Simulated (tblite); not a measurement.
# C4H6F3P: the cost of one run

Programs: tblite 0.8.0 and PySCF 2.14.0. All values are calculated, for the isolated system unless a continuum is named. Atoms count from 0, parts from 1.

### 1 Starting point

14 atoms, charge 0, multiplicity 1; geometry: rigid parts in contact. Parts: 1 = atoms 0–3, `FP(F)F`, charge 0; 2 = atoms 4–13, `CC#CC`, charge 0.

### 2 Docking the parts with GFN2-xTB

What the job is given:

```
{"job": {"kind": "dock", "xc": "GFN2-xTB", "basis": "xTB"}, "charge": 0, "multiplicity": 1, "parts": [{"atoms": "0-3", "charge": 0, "multiplicity": 1}, {"atoms": "4-13", "charge": 0, "multiplicity": 1}]}
F     -0.929225    -0.975950    -0.220929
P     -0.003527    -0.001172     0.642448
F      1.312085    -0.317454    -0.207611
F     -0.379333     1.294576    -0.213908
C      2.569648     1.398896     4.506464
C      1.786765     2.172469     3.565255
C      1.138640     2.808011     2.783566
C      0.360275     3.579667     1.837197
H      1.914597     0.775030     5.114731
H      3.269254     0.757334     3.970385
H      3.132025     2.063341     5.162634
H      0.746732     4.597133     1.777506
H     -0.682886     3.616275     2.151093
H      0.414994     3.122897     0.848996
```

Level: GFN2-xTB search for minima from random contacts, gas phase.

Launch:

```console
$ OMP_NUM_THREADS=1 python cluster_run.py task.json out
```

The driver reads the jobs from task.json and runs them one after another.

Q: Estimate the wall time of this first job on 1 thread of Arm Neoverse V1, shared host.

About 14 s.
